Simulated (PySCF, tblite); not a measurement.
**C₃H₇AlO₃Si: geometry, infrared bands and NMR shifts**

Aim: predict the infrared bands and NMR shifts of C₃H₇AlO₃Si (`[SiH3]OC1=C[O][AlH2-][O+]=C1`).

Programs: tblite 0.8.0 and PySCF 2.14.0, with density-fitted response routines of our own. Each step states its level of theory. These are calculated values for one molecule in the gas phase, unless marked as measured. Atoms count from 0, in the outputs and in this text.

### 1 Starting geometry

15 atoms, charge 0, multiplicity 1; geometry from: force field or distance geometry start.

Bonds of the start (Å): Si0–O1 1.70, O1–C2 1.42, C2–C3 1.32, C3–O4 1.38, O4–Al5 1.85, Al5–O6 1.84, O6–C7 1.24, C7–C2 1.42, Si0–H8 1.49, Si0–H9 1.46, Si0–H10 1.48, C3–H11 1.09, Al5–H12 1.59, Al5–H13 1.60, C7–H14 1.11.

### 2 Geometry optimisation with GFN2-xTB

What the job is given:

```
{"job": {"kind": "relax", "xc": "GFN2-xTB", "basis": "xTB"}, "charge": 0, "multiplicity": 1}
Si    -2.754900     0.460700    -0.558200
O     -1.547200     0.053400     0.567700
C     -0.162400    -0.062500     0.261300
C      0.394300     1.058200    -0.173800
O      1.726900     1.159300    -0.522700
Al     2.785600    -0.358900    -0.418400
O      1.630600    -1.655600     0.202100
C      0.452800    -1.334400     0.428800
H     -4.020100    -0.251800    -0.246600
H     -2.325400     0.218700    -1.928800
H     -3.083700     1.891500    -0.340800
H     -0.197600     1.973500    -0.248100
H      3.237300    -0.823200    -1.869500
H      4.062100    -0.171200     0.522900
H     -0.202800    -2.149600     0.796600
```

Command:

```bash
$ OMP_NUM_THREADS=1 python probes_run.py task.json out
```

The driver reads the jobs from task.json and runs them one after another.

**Question.** This job is followed by: GFN2-xTB harmonic vibrations, gas phase; GIAO PBE0/pcSseg-1 NMR shielding, non-relativistic, gas phase. What will the session give for the following? strongest single infrared mode (GFN2-xTB); zero-point energy (GFN2-xTB); ¹³C shifts against TMS (PBE0/pcSseg-1, means over atoms taken as alike); ¹H shifts against TMS (PBE0/pcSseg-1, means over atoms taken as alike); ²⁹Si shifts against TMS (PBE0/pcSseg-1); ¹⁷O shifts against H2O (PBE0/pcSseg-1, means over atoms taken as alike); ²⁷Al shifts against AlH4- (PBE0/pcSseg-1); surface potential, 1st and 99th percentile.

The runs gave:

```
                                                               quantity                 value
                              strongest single infrared mode (GFN2-xTB)  793 cm⁻¹, 846 km/mol
                                           zero-point energy (GFN2-xTB)         53.9 kcal/mol
¹³C shifts against TMS (PBE0/pcSseg-1, means over atoms taken as alike)      182.5, 144.3 ppm
 ¹H shifts against TMS (PBE0/pcSseg-1, means over atoms taken as alike)  8.59, 5.07, 4.36 ppm
                                ²⁹Si shifts against TMS (PBE0/pcSseg-1)             -40.1 ppm
¹⁷O shifts against H2O (PBE0/pcSseg-1, means over atoms taken as alike)       289.2, 34.8 ppm
                              ²⁷Al shifts against AlH4- (PBE0/pcSseg-1)              53.2 ppm
                                  surface potential, 1st and 99th percentile    -0.98 V and 1.69 V
```

In words: Relaxing lowered the energy by 0.993 eV in 126 steps; the close pair that moved most is C3–O4, from 1.381 to 1.268 Å. All 39 modes are real, so the xTB geometry is a minimum. The strongest single mode, at 793 cm⁻¹, is spread over many atoms; the largest shares are those of H12, H13. GFN2-xTB is a fitted tight-binding method: band positions and strengths are rough. Its intensities can rank the bands wrongly. At PBE0/pcSseg-1: The largest span, 538 ppm, is at O4, O6, where the paramagnetic term is -351 ppm. By nearest atom (PBE0/pcSseg-1), the HOMO sits on C2 22 %; O1, O4 about 14 % each and the LUMO on C3, C7 about 28 % each; O4, O6 about 14 % each.
